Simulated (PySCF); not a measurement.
# BBr₃: electronic structure in real space, part 3 of 3

For BBr₃, the scripts below localise its valence orbitals, measure its response to a uniform field, compute its lowest excited states and analyse its density (charges, bond critical points, surface potential).

PySCF 2.14.0; Gaussian basis, gas phase. Earlier steps stand in the parts before.

## Step 8: Density, bond paths and surface potential (PBE/def2-svp)

input.py reads:

```python
import numpy as np
from pyscf import gto, scf, dft
from pyscf.scf import atom_ks, atom_hf
from scipy.linalg import block_diag

def solve(mol, dm0=None, hcore=None):
    mf = (dft.UKS if mol.spin else dft.RKS)(mol, xc='pbe')
    mf.grids.level = 3
    mf = mf.density_fit(auxbasis='def2-universal-jkfit')
    mf.conv_tol, mf.max_cycle = 1e-8, 80
    if hcore is not None:
        mf.get_hcore = lambda *args: hcore
    mf.kernel(dm0)
    if not mf.converged:
        mf = mf.newton().run(mf.mo_coeff, mf.mo_occ, max_cycle=30)
    assert mf.converged, 'SCF not converged'
    return mf

mol = gto.M(atom='''
Br     1.85648    -0.28586     0.00000
B      0.00004     0.00000     0.00000
Br    -1.17580    -1.46483     0.00000
Br    -0.68068     1.75069     0.00000
''', basis='def2-svp', charge=0, spin=0, verbose=4)
mf = solve(mol)
mf.analyze()
# spherically averaged free atoms, for the promolecule
atm = atom_ks.get_atm_nrks(mol, xc='pbe')
pro = block_diag(*[(atm[a[0]][2] * atm[a[0]][3]) @ atm[a[0]][2].T for a in mol._atom])
np.savez('result.npz', e=mf.e_tot, c=mf.mo_coeff, occ=mf.mo_occ, eps=mf.mo_energy, pro=pro, dip=mf.dip_moment(verbose=0), s2=mf.spin_square()[0])
```

On the command line:

```sh
OMP_NUM_THREADS=1 python input.py
```

The program printed:

```text
[ENV] PYSCF_TMPDIR <dir>
[ENV] PYSCF_MAX_MEMORY 1650
[INPUT] verbose = 4
[INPUT] num. atoms = 4
[INPUT] num. electrons = 110
[INPUT] charge = 0
[INPUT] spin (= nelec alpha-beta = 2S) = 0
[INPUT] symmetry False subgroup None
[INPUT] Mole.unit = angstrom
[INPUT] Symbol           X                Y                Z      unit          X                Y                Z       unit  Magmom
[INPUT]  1 Br     1.856480000000  -0.285860000000   0.000000000000 AA    3.508238755733  -0.540197109968   0.000000000000 Bohr   0.0
[INPUT]  2 B      0.000040000000   0.000000000000   0.000000000000 AA    0.000075589045   0.000000000000   0.000000000000 Bohr   0.0
[INPUT]  3 Br    -1.175800000000  -1.464830000000   0.000000000000 AA   -2.221939977264  -2.768127519047   0.000000000000 Bohr   0.0
[INPUT]  4 Br    -0.680680000000   1.750690000000   0.000000000000 AA   -1.286298778469   3.308324629015   0.000000000000 Bohr   0.0

nuclear repulsion = 745.653851080724
number of shells = 42
number of NR pGTOs = 246
number of NR cGTOs = 110
basis = def2-svp
ecp = {}

******** <class 'pyscf.df.df_jk.DFRKS'> ********
method = DFRKS
initial guess = minao
damping factor = 0
level_shift factor = 0
DIIS = <class 'pyscf.scf.diis.CDIIS'>
diis_start_cycle = 1
diis_space = 8
diis_damp = 0
SCF conv_tol = 1e-08
SCF conv_tol_grad = None
SCF max_cycles = 80
direct_scf = False
XC library pyscf.dft.libxc version 7.0.0
    S. Lehtola, C. Steigemann, M. J.T. Oliveira, and M. A.L. Marques.,  SoftwareX 7, 1–5 (2018)
XC functionals = pbe
    J. P. Perdew, K. Burke, and M. Ernzerhof.,  Phys. Rev. Lett. 77, 3865 (1996)
    J. P. Perdew, K. Burke, and M. Ernzerhof.,  Phys. Rev. Lett. 78, 1396 (1997)
    J. P. Perdew, K. Burke, and M. Ernzerhof.,  Phys. Rev. Lett. 77, 3865 (1996)
    J. P. Perdew, K. Burke, and M. Ernzerhof.,  Phys. Rev. Lett. 78, 1396 (1997)
radial grids:
    Treutler-Ahlrichs [JCP 102, 346 (1995); DOI:10.1063/1.469408] (M4) radial grids

becke partition: Becke, JCP 88, 2547 (1988); DOI:10.1063/1.454033
pruning grids: <function nwchem_prune at 0x7c7173e67600>
grids dens level: 3
symmetrized grids: False
atomic radii adjust function: <function treutler_atomic_radii_adjust at 0x7c7173e67ba0>
small_rho_cutoff = 0
Set gradient conv threshold to 0.0001
Initial guess from minao.
tot grids = 75320
init E= -7742.54362618488
  HOMO = -0.283365531692079  LUMO = -0.111381799005375  gap/eV = 4.67992
cycle= 1 E= -7745.26502394953  delta_E= -2.72  |g|= 0.259  |ddm|= 2.57
  HOMO = -0.24273014604802  LUMO = -0.106258097465804  gap/eV = 3.71359
cycle= 2 E= -7745.26198181944  delta_E= 0.00304  |g|= 0.213  |ddm|= 0.371
  HOMO = -0.247024721169956  LUMO = -0.0846006204282874  gap/eV = 4.41978
cycle= 3 E= -7745.26609321467  delta_E= -0.00411  |g|= 0.15  |ddm|= 0.353
  HOMO = -0.249401868132612  LUMO = -0.0968276153746963  gap/eV = 4.15176
cycle= 4 E= -7745.27277048819  delta_E= -0.00668  |g|= 0.00392  |ddm|= 0.157
  HOMO = -0.250149549707581  LUMO = -0.0975360125516262  gap/eV = 4.15283
cycle= 5 E= -7745.272773812  delta_E= -3.32e-06  |g|= 0.0012  |ddm|= 0.00909
  HOMO = -0.249980072616816  LUMO = -0.0973741924327487  gap/eV = 4.15262
cycle= 6 E= -7745.27277407959  delta_E= -2.68e-07  |g|= 0.000305  |ddm|= 0.00202
  HOMO = -0.249998921803563  LUMO = -0.0973713235113123  gap/eV = 4.15321
cycle= 7 E= -7745.27277410099  delta_E= -2.14e-08  |g|= 2.12e-05  |ddm|= 0.000345
  HOMO = -0.249998458705956  LUMO = -0.097371085192675  gap/eV = 4.15320
cycle= 8 E= -7745.27277410114  delta_E= -1.46e-10  |g|= 4.97e-06  |ddm|= 2.71e-05
  HOMO = -0.249998475914068  LUMO = -0.0973707010220588  gap/eV = 4.15321
Extra cycle  E= -7745.27277410114  delta_E= 3.64e-12  |g|= 8.56e-06  |ddm|= 2.04e-05
converged SCF energy = -7745.27277410114
**** SCF Summaries ****
Total Energy =                       -7745.272774101136747
Nuclear Repulsion Energy =             745.653851080723825
One-electron Energy =               -12266.431163846355048
Two-electron Energy =                 3775.504538664493793
Two-electron Coulomb Energy =         4052.385580829254195
DFT Exchange-Correlation Energy =     -276.881042164760515
HOMO-LUMO gap [eV] =                     4.153213299960123
**** MO energy ****
MO #1   energy= -480.957725920346  occ= 2
MO #2   energy= -480.95771540192   occ= 2
MO #3   energy= -480.957691886165  occ= 2
MO #4   energy= -61.7986047241266  occ= 2
MO #5   energy= -61.7985943081874  occ= 2
MO #6   energy= -61.7985726585684  occ= 2
MO #7   energy= -55.7284652143618  occ= 2
MO #8   energy= -55.7284552705798  occ= 2
MO #9   energy= -55.7284228877813  occ= 2
MO #10  energy= -55.7264711562317  occ= 2
MO #11  energy= -55.7264557886641  occ= 2
MO #12  energy= -55.7264500766486  occ= 2
MO #13  energy= -55.7254954638908  occ= 2
MO #14  energy= -55.7254826538933  occ= 2
MO #15  energy= -55.7254807261528  occ= 2
MO #16  energy= -8.42399205570817  occ= 2
MO #17  energy= -8.42398192176819  occ= 2
MO #18  energy= -8.42396480837408  occ= 2
MO #19  energy= -6.63517578013693  occ= 2
MO #20  energy= -6.30208095862154  occ= 2
MO #21  energy= -6.30206931119213  occ= 2
MO #22  energy= -6.30206561355068  occ= 2
MO #23  energy= -6.29501568036395  occ= 2
MO #24  energy= -6.29500507016018  occ= 2
MO #25  energy= -6.29500144413486  occ= 2
MO #26  energy= -6.29196988467336  occ= 2
MO #27  energy= -6.29195629439844  occ= 2
MO #28  energy= -6.29195568256985  occ= 2
MO #29  energy= -2.5048752922542   occ= 2
MO #30  energy= -2.50487003214898  occ= 2
MO #31  energy= -2.50485155525101  occ= 2
MO #32  energy= -2.50325732141514  occ= 2
MO #33  energy= -2.50324837454576  occ= 2
MO #34  energy= -2.50322862652155  occ= 2
MO #35  energy= -2.50107826817044  occ= 2
MO #36  energy= -2.50106468153846  occ= 2
MO #37  energy= -2.50104314305578  occ= 2
MO #38  energy= -2.49571677873921  occ= 2
MO #39  energy= -2.4957139532358   occ= 2
MO #40  energy= -2.49570415385426  occ= 2
MO #41  energy= -2.49553951130544  occ= 2
MO #42  energy= -2.49552591640741  occ= 2
MO #43  energy= -2.49551802162158  occ= 2
MO #44  energy= -0.768417246898196 occ= 2
MO #45  energy= -0.725209788126375 occ= 2
MO #46  energy= -0.725199142812431 occ= 2
MO #47  energy= -0.458489368291395 occ= 2
MO #48  energy= -0.383341642619932 occ= 2
MO #49  energy= -0.383336747577171 occ= 2
MO #50  energy= -0.339428289172631 occ= 2
MO #51  energy= -0.281772135710874 occ= 2
MO #52  energy= -0.281770860593181 occ= 2
MO #53  energy= -0.279064122756681 occ= 2
MO #54  energy= -0.279056637782714 occ= 2
MO #55  energy= -0.249998475914068 occ= 2
MO #56  energy= -0.0973707010220588 occ= 0
MO #57  energy= -0.000160466299865991 occ= 0
MO #58  energy= 0.0646324076776781 occ= 0
MO #59  energy= 0.0646477724391767 occ= 0
MO #60  energy= 0.104054554079424  occ= 0
MO #61  energy= 0.197417553192544  occ= 0
MO #62  energy= 0.197428305311614  occ= 0
MO #63  energy= 0.265608975978841  occ= 0
MO #64  energy= 0.339497298764281  occ= 0
MO #65  energy= 0.364646301627573  occ= 0
MO #66  energy= 0.364649559938841  occ= 0
MO #67  energy= 0.390396268203254  occ= 0
...
pop of  1 B 1s            1.99953
pop of  1 B 2s            0.84096
pop of  1 B 3s            0.01024
pop of  1 B 2px           0.76243
pop of  1 B 2py           0.76243
pop of  1 B 2pz           0.61991
pop of  1 B 3px           0.01570
pop of  1 B 3py           0.01569
pop of  1 B 3pz           0.00057
pop of  1 B 3dxy          0.00580
pop of  1 B 3dyz          0.00244
pop of  1 B 3dz^2         0.00277
pop of  1 B 3dxz          0.00244
pop of  1 B 3dx2-y2       0.00581
pop of  2 Br 1s           2.00000
pop of  2 Br 2s           1.99990
pop of  2 Br 3s           1.99848
pop of  2 Br 4s           1.87298
pop of  2 Br 5s           0.00621
pop of  2 Br 2px          1.99999
pop of  2 Br 2py          1.99999
pop of  2 Br 2pz          1.99999
pop of  2 Br 3px          1.99978
pop of  2 Br 3py          1.99976
pop of  2 Br 3pz          1.99979
pop of  2 Br 4px          1.71107
pop of  2 Br 4py          1.58906
pop of  2 Br 4pz          1.78822
pop of  2 Br 5px          0.00338
pop of  2 Br 5py          0.00409
pop of  2 Br 5pz          0.00095
pop of  2 Br 3dxy         1.99985
pop of  2 Br 3dyz         1.99987
pop of  2 Br 3dz^2        1.99987
pop of  2 Br 3dxz         1.99988
pop of  2 Br 3dx2-y2      1.99986
pop of  2 Br 4dxy         0.00465
pop of  2 Br 4dyz         0.00166
pop of  2 Br 4dz^2        0.00159
pop of  2 Br 4dxz         0.00115
pop of  2 Br 4dx2-y2      0.00216
pop of  2 Br 5dxy         0.00005
pop of  2 Br 5dyz         0.00003
pop of  2 Br 5dz^2        0.00002
pop of  2 Br 5dxz         0.00002
pop of  2 Br 5dx2-y2      0.00013
pop of  3 Br 1s           2.00000
pop of  3 Br 2s           1.99990
pop of  3 Br 3s           1.99848
pop of  3 Br 4s           1.87298
pop of  3 Br 5s           0.00621
pop of  3 Br 2px          1.99999
pop of  3 Br 2py          1.99999
pop of  3 Br 2pz          1.99999
pop of  3 Br 3px          1.99981
pop of  3 Br 3py          1.99973
pop of  3 Br 3pz          1.99979
pop of  3 Br 4px          1.85804
pop of  3 Br 4py          1.44209
pop of  3 Br 4pz          1.78822
pop of  3 Br 5px          0.00253
pop of  3 Br 5py          0.00493
pop of  3 Br 5pz          0.00095
pop of  3 Br 3dxy         1.99985
pop of  3 Br 3dyz         1.99986
pop of  3 Br 3dz^2        1.99987
pop of  3 Br 3dxz         1.99988
pop of  3 Br 3dx2-y2      1.99985
pop of  3 Br 4dxy         0.00329
pop of  3 Br 4dyz         0.00227
pop of  3 Br 4dz^2        0.00159
pop of  3 Br 4dxz         0.00054
pop of  3 Br 4dx2-y2      0.00353
pop of  3 Br 5dxy         0.00010
pop of  3 Br 5dyz         0.00004
pop of  3 Br 5dz^2        0.00002
pop of  3 Br 5dxz         0.00001
pop of  3 Br 5dx2-y2      0.00009
 ** Mulliken atomic charges  **
charge of    0Br =      0.01560
charge of    1B =     -0.04672
charge of    2Br =      0.01556
charge of    3Br =      0.01556
Dipole moment(X, Y, Z, Debye):  0.00025, -0.00001,  0.00000
Spherically averaged atomic KS for {'B', 'Br'}

******** <class 'pyscf.scf.atom_ks.AtomSphAverageRKS'> ********
method = AtomSphAverageRKS
initial guess = vsap
damping factor = 0
level_shift factor = 0
diis_start_cycle = 1
diis_space = 12
SCF conv_tol = 1e-09
SCF conv_tol_grad = None
SCF max_cycles = 50
direct_scf = True
direct_scf_tol = 1e-13
XC library pyscf.dft.libxc version 7.0.0
    S. Lehtola, C. Steigemann, M. J.T. Oliveira, and M. A.L. Marques.,  SoftwareX 7, 1–5 (2018)
XC functionals = pbe
    J. P. Perdew, K. Burke, and M. Ernzerhof.,  Phys. Rev. Lett. 77, 3865 (1996)
    J. P. Perdew, K. Burke, and M. Ernzerhof.,  Phys. Rev. Lett. 78, 1396 (1997)
    J. P. Perdew, K. Burke, and M. Ernzerhof.,  Phys. Rev. Lett. 77, 3865 (1996)
    J. P. Perdew, K. Burke, and M. Ernzerhof.,  Phys. Rev. Lett. 78, 1396 (1997)
radial grids:
    Treutler-Ahlrichs [JCP 102, 346 (1995); DOI:10.1063/1.469408] (M4) radial grids

becke partition: Becke, JCP 88, 2547 (1988); DOI:10.1063/1.454033
pruning grids: <function nwchem_prune at 0x7c7173e67600>
grids dens level: 3
symmetrized grids: False
atomic radii adjust function: <function treutler_atomic_radii_adjust at 0x7c7173e67ba0>
User specified grid scheme (100, 434)
small_rho_cutoff = 0
Set gradient conv threshold to 3.16228e-05
tot grids = 22928
init E= -1827.73884791676
cycle= 1 E= -1827.74114395462  delta_E= -0.0023  |g|=    0  |ddm|= 0.215
cycle= 2 E= -1827.74196119678  delta_E= -0.000817  |g|=    0  |ddm|= 0.267
cycle= 3 E= -1827.74640167638  delta_E= -0.00444  |g|=    0  |ddm|= 0.152
cycle= 4 E= -1827.74640567994  delta_E= -4e-06  |g|=    0  |ddm|= 0.0238
cycle= 5 E= -1827.74641891986  delta_E= -1.32e-05  |g|=    0  |ddm|= 0.011
cycle= 6 E= -1827.74641895084  delta_E= -3.1e-08  |g|=    0  |ddm|= 0.0013
cycle= 7 E= -1827.74641907473  delta_E= -1.24e-07  |g|=    0  |ddm|= 0.000796
cycle= 8 E= -1827.74641907493  delta_E= -1.99e-10  |g|=    0  |ddm|= 0.000172
Extra cycle  E= -1827.74641907504  delta_E= -1.07e-10  |g|=    0  |ddm|= 0.00014
Atomic HF for atom  Br  converged. SCF energy = -1827.74641907504

******** <class 'pyscf.scf.atom_ks.AtomSphAverageRKS'> ********
method = AtomSphAverageRKS
initial guess = vsap
damping factor = 0
level_shift factor = 0
diis_start_cycle = 1
diis_space = 12
SCF conv_tol = 1e-09
SCF conv_tol_grad = None
SCF max_cycles = 50
direct_scf = True
direct_scf_tol = 1e-13
XC library pyscf.dft.libxc version 7.0.0
    S. Lehtola, C. Steigemann, M. J.T. Oliveira, and M. A.L. Marques.,  SoftwareX 7, 1–5 (2018)
XC functionals = pbe
    J. P. Perdew, K. Burke, and M. Ernzerhof.,  Phys. Rev. Lett. 77, 3865 (1996)
    J. P. Perdew, K. Burke, and M. Ernzerhof.,  Phys. Rev. Lett. 78, 1396 (1997)
    J. P. Perdew, K. Burke, and M. Ernzerhof.,  Phys. Rev. Lett. 77, 3865 (1996)
    J. P. Perdew, K. Burke, and M. Ernzerhof.,  Phys. Rev. Lett. 78, 1396 (1997)
radial grids:
    Treutler-Ahlrichs [JCP 102, 346 (1995); DOI:10.1063/1.469408] (M4) radial grids

becke partition: Becke, JCP 88, 2547 (1988); DOI:10.1063/1.454033
pruning grids: <function nwchem_prune at 0x7c7173e67600>
grids dens level: 3
symmetrized grids: False
atomic radii adjust function: <function treutler_atomic_radii_adjust at 0x7c7173e67ba0>
User specified grid scheme (100, 434)
small_rho_cutoff = 0
Set gradient conv threshold to 3.16228e-05
tot grids = 24752
init E= 721.089409825478
cycle= 1 E= 721.089157726139  delta_E= -0.000252  |g|=    0  |ddm|= 0.0395
cycle= 2 E= 721.089157134606  delta_E= -5.92e-07  |g|=    0  |ddm|= 0.00403
cycle= 3 E= 721.089157007358  delta_E= -1.27e-07  |g|=    0  |ddm|= 0.00213
cycle= 4 E= 721.089156976605  delta_E= -3.08e-08  |g|=    0  |ddm|= 0.00105
cycle= 5 E= 721.089156969175  delta_E= -7.43e-09  |g|=    0  |ddm|= 0.000515
cycle= 6 E= 721.089156966862  delta_E= -2.31e-09  |g|=    0  |ddm|= 0.000144
cycle= 7 E= 721.089156966911  delta_E= 4.98e-11  |g|=    0  |ddm|= 6.15e-05
Extra cycle  E= 721.089156966832  delta_E= -7.94e-11  |g|=    0  |ddm|= 5.33e-05
Atomic HF for atom  B  converged. SCF energy = 721.089156966832
```

Run time: 5.9 s. Hardware: 1 thread of AMD EPYC 9R45 (Zen 5), shared host; peak memory 0.43 GiB.

## Step 9: Analysis of result.npz

Deformation density: the molecule less spherical free atoms.

Br1–B2, B2–Br4 and B2–Br3: +0.23 e/Å³ at the bond critical point (bond length 1.88 Å, Mayer order 1.3). In all, 0.7 electrons are displaced relative to the promolecule.

The highest Hirshfeld charge is on B2 (+0.06 e), the lowest on Br1, Br3 and Br4 (−0.02 e).

```
atom  charge (e)
 Br1       −0.02
  B2       +0.06
 Br3       −0.02
 Br4       −0.02
```

Topology of the density (QTAIM).

4 nuclei, 3 bond, 0 ring and 0 cage critical points: 4 − 3 + 0 − 0 = 1, as the Poincaré–Hopf relation requires.

```tsv
bond	length (Å)	ρ (a.u.)	∇²ρ (a.u.)	ε	H (a.u.)
Br1–B2 (×3)	1.878	0.142	−0.23	0.05	−0.139
```

Shared-shell (covalent): ρ = 0.142, ∇²ρ = −0.23, H = −0.139 a.u.

On the 0.001 a.u. surface of the density.

The lowest local ionisation energy is 8.2 eV, 2.2 Å from Br3, and at symmetry-equivalent points. For comparison, the highest occupied orbital lies at −6.8 eV.

## Step 10: Summary of results

The summary covers parts 1 to 3.

| quantity | value |
| --- | --- |
| localised occupied orbitals above −45 eV (wB97X/def2-tzvp) | 12 |
| polarisability along the field (B3LYP/def2-svpd) | 56.5 bohr³ |
| lowest triplet excitation (CAM-B3LYP/def2-svp) | 4.82 eV |
| dipole moment (PBE/def2-svp) | 0.00 D |
| HOMO, LUMO (PBE/def2-svp) | -6.80, -2.65 eV |

At PBE/def2-svp: The highest Hirshfeld charge is on B2 (+0.06 e), the lowest on Br1, Br3 and Br4 (−0.02 e). All values hold at the given geometry, in the gas phase.
